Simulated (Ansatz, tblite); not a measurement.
**GeFCl3 (GeCl₃F): spin-state energies by level**

Aim: set other spin states of GeFCl3 (GeCl₃F) against its singlet, on many levels of theory.

The runs use Ansatz 0.2.0, Gaussian basis; as each input shows.

Plan: triplet, at the geometry of the singlet (GFN1-xTB, GFN2-xTB, PBE0-D4/def2-TZVP, PBE-D4/def2-TZVP, r2SCAN-D4/def2-TZVP); the singlet's energies come from earlier runs.

## 1. The structure

The singlet was relaxed beforehand with PBE0-D4/def2-SVP.

5 atoms, charge 0, spin multiplicity 1.

Bond lengths: Ge1–F2 1.717 Å, Ge1–Cl3 2.116 Å, Ge1–Cl4 2.116 Å, Ge1–Cl5 2.116 Å. Angles: F2–Ge1–Cl3 107.9°, F2–Ge1–Cl4 107.9°, F2–Ge1–Cl5 107.9°, Cl3–Ge1–Cl4 111.0°, Cl3–Ge1–Cl5 111.0°, Cl4–Ge1–Cl5 111.0°.

## 2. Triplet at the fixed geometry, GFN1-xTB

Tight binding, by tblite at 300 K electronic temperature and without a spin-polarisation term:

```python
tblite.interface.Calculator('GFN1-xTB', numbers, positions, charge=0, uhf=2).singlepoint()
```

Energy -531.0076 eV; 0.018 s.

## 3. Triplet at the fixed geometry, GFN2-xTB

Tight binding, by tblite at 300 K electronic temperature and without a spin-polarisation term:

```python
tblite.interface.Calculator('GFN2-xTB', numbers, positions, charge=0, uhf=2).singlepoint()
```

Energy -552.3222 eV; 0.013 s.

## 4. Triplet at the fixed geometry, PBE0-D4/def2-TZVP

in.yaml reads:

```yaml
crystal:
  periodic: [false, false, false]
  atoms:
    - {symbol: Ge, position_ang: [0.000223, -0.000402, 0.047679]}
    - {symbol: F, position_ang: [0.008144, -0.016005, 1.764187]}
    - {symbol: Cl, position_ang: [2.009872, 0.010063, -0.613250]}
    - {symbol: Cl, position_ang: [-1.013110, 1.746127, -0.583488]}
    - {symbol: Cl, position_ang: [-1.005128, -1.739803, -0.615128]}
basis:
  gaussian: {orbitals: def2-TZVP}
magnetization: {spin_polarized: true, initial_magnetization: 2}
hamiltonian: {xc: pbe0, dispersion: d4}
scf: {omitted_lower_state_checks: [starts]}
output: {orbitals: {seedname: orbitals}}
```

Command:

```console
ansatz run in.yaml --threads 2 --pin off --events-out ev --progress --plain --max-ram 4352MiB
```

The program printed:

```text
Functional definition: PBE0
  name "PBE0"
  cite "Adamo & Barone, J. Chem. Phys. 110, 6158 (1999) doi:10.1063/1.478522"
  cite "Perdew, Burke & Ernzerhof, Phys. Rev. Lett. 77, 3865 (1996) doi:10.1103/PhysRevLett.77.3865"
  parent pbe
  parameter a = 0.25
  parameter kappa = 0.804
  parameter beta = 0.06672455060314922
  exchange = (1 - a)*pbe_x(kappa = kappa, mu = beta*pi^2/3) + a*exact_x
  correlation = pbe_c(beta = beta)
these checks for a lower state are left out or cut short: starts
1361 factors; their error is unknown
mean field evaluation 1: about -96779.5718 eV, gradient 2.8e1 eV
mean field evaluation 2: about -96755.7958 eV, gradient 8.2e1 eV
mean field evaluation 4: about -96781.8031 eV, gradient 4.5e0 eV
mean field evaluation 8: about -96781.8847 eV, gradient 1.3e-1 eV
mean field evaluation 16: about -96782.2758 eV, gradient 5.3e-3 eV
mean field evaluation 32: about -96782.2758 eV, gradient 2.5e-5 eV
mean field -96782.27581982 eV, -3556.6830349957 hartree, gradient 1.2e-5 eV, S^2 2.006648; 0 other end points of the search recorded, 0 dependent functions left out
reference -96782.27584704 eV, -3556.6830359962 hartree; 47, 45 occupied and 143, 145 virtual orbitals, 1361 factors
Total energy: -96782.45149619 eV, -3556.6894909834 hartree
Checks for a lower state left out: starts
```

Run time: 46 s. Hardware: 2 threads of Intel Xeon at 2.70GHz, shared host; peak memory 1.4 GiB.

Report: HOMO -3.96 eV, LUMO -8.10 eV (over both spins; with the spin held, an empty level of the minority spin lies below the top filled one); ⟨S²⟩ 2.007 (pure: 2.00).

## 5. Triplet at the fixed geometry, PBE-D4/def2-TZVP

start.molden holds the orbitals of an earlier run on this state, given as this run's starting guess.

in.yaml, as its differences from that of step 4:

```diff
@@ -9,5 +9,5 @@
 basis:
-  gaussian: {orbitals: def2-TZVP}
+  gaussian: {orbitals: def2-TZVP, initial_orbitals: start.molden}
 magnetization: {spin_polarized: true, initial_magnetization: 2}
-hamiltonian: {xc: pbe0, dispersion: d4}
+hamiltonian: {xc: pbe, dispersion: d4}
 scf: {omitted_lower_state_checks: [starts]}
```

The command is unchanged.

The program printed:

```text
Functional definition: PBE
  name "PBE"
  cite "Perdew, Burke & Ernzerhof, Phys. Rev. Lett. 77, 3865 (1996) doi:10.1103/PhysRevLett.77.3865"
  parent pbe
  parameter kappa = 0.804
  parameter beta = 0.06672455060314922
  exchange = pbe_x(kappa = kappa, mu = beta*pi^2/3)
  correlation = pbe_c(beta = beta)
these checks for a lower state are left out or cut short: starts
1282 factors; their error is unknown
mean field evaluation 1: about -96778.4093 eV, gradient 1.2e1 eV
mean field evaluation 2: about -96778.5672 eV, gradient 2.2e-1 eV
mean field evaluation 4: about -96778.5566 eV, gradient 2.2e-3 eV
mean field evaluation 8: about -96778.5566 eV, gradient 2.4e-5 eV
mean field evaluation 16: about -96778.5566 eV, gradient 2.2e-6 eV
mean field -96778.55658012 eV, -3556.5463554575 hartree, gradient 2.2e-6 eV, S^2 2.002008; 0 other end points of the search recorded, 0 dependent functions left out
reference -96778.55661633 eV, -3556.5463567884 hartree; 47, 45 occupied and 143, 145 virtual orbitals, 1282 factors
Total energy: -96778.76098692 eV, -3556.5538672690 hartree
Checks for a lower state left out: starts
```

It took 9.5 s on 2 threads of Intel Xeon at 2.70GHz, shared host.

From the report: HOMO -3.13 eV, LUMO -8.37 eV (over both spins; with the spin held, an empty level of the minority spin lies below the top filled one); ⟨S²⟩ 2.002 (pure: 2.00).

## 6. Triplet at the fixed geometry, r2SCAN-D4/def2-TZVP

in.yaml, as its differences from that of step 5:

```diff
@@ -11,3 +11,3 @@
 magnetization: {spin_polarized: true, initial_magnetization: 2}
-hamiltonian: {xc: pbe, dispersion: d4}
+hamiltonian: {xc: r2scan, dispersion: d4}
 scf: {omitted_lower_state_checks: [starts]}
```

The command is unchanged.

The program printed:

```text
Functional definition: r2SCAN
  name "r2SCAN"
  cite "Furness, Kaplan, Ning, Perdew & Sun, J. Phys. Chem. Lett. 11, 8208 (2020) doi:10.1021/acs.jpclett.0c02405"
  cite "Furness, Kaplan, Ning, Perdew & Sun, J. Phys. Chem. Lett. 11, 9248 (2020) doi:10.1021/acs.jpclett.0c03077"
  parent r2scan
  parameter k0 = 0.174
  parameter k1 = 0.065
  parameter a1 = 4.9479
  exchange = r2scan_x(k0 = k0, k1 = k1, a1 = a1)
  correlation = r2scan_c
these checks for a lower state are left out or cut short: starts
1282 factors; their error is unknown
mean field evaluation 1: about -96800.8539 eV, gradient 8.5e0 eV
mean field evaluation 2: about -96800.9070 eV, gradient 9.9e-2 eV
mean field evaluation 4: about -96800.8951 eV, gradient 2.8e-4 eV
mean field evaluation 8: about -96800.8951 eV, gradient 2.2e-5 eV
mean field -96800.89513230 eV, -3557.3672821089 hartree, gradient 7.6e-6 eV, S^2 2.004947; 0 other end points of the search recorded, 0 dependent functions left out
reference -96800.89514179 eV, -3557.3672824574 hartree; 47, 45 occupied and 143, 145 virtual orbitals, 1282 factors
Total energy: -96800.94045938 eV, -3557.3689478482 hartree
Checks for a lower state left out: starts
```

Wall time 37 s (2 threads of Intel Xeon at 2.70GHz, shared host); peak memory 0.57 GiB.

Report: HOMO -3.22 eV, LUMO -8.58 eV (over both spins; with the spin held, an empty level of the minority spin lies below the top filled one); ⟨S²⟩ 2.005 (pure: 2.00).

## 7. Triplet less singlet, vertical

The singlet's energies are those of its earlier runs, whose logs aren't repeated here.

```csv
level,"triplet less singlet, vertical (eV)",time
GFN1-xTB,+6.305,0.03 s
GFN2-xTB,+5.341,0.022 s
PBE-D4/def2-TZVP,+5.202,14 s
r2SCAN-D4/def2-TZVP,+5.582,46 s
PBE0-D4/def2-TZVP,+5.891,58 s
```

Times add the two runs; a level without a time comes out of a correlated run. Tight binding without a spin term can't rank spin states.

## 8. Results

| quantity | value |
| --- | --- |
| triplet less singlet, vertical, functionals in def2-TZVP | +5.202 (PBE-D4) to +5.891 eV (PBE0-D4) |

All functionals put the triplet above the singlet, over a spread of 0.689 eV. The checks for a lower triplet were left out, so another state of that spin may lie lower. These are electronic energies, without zero-point motion, entropy or surroundings.
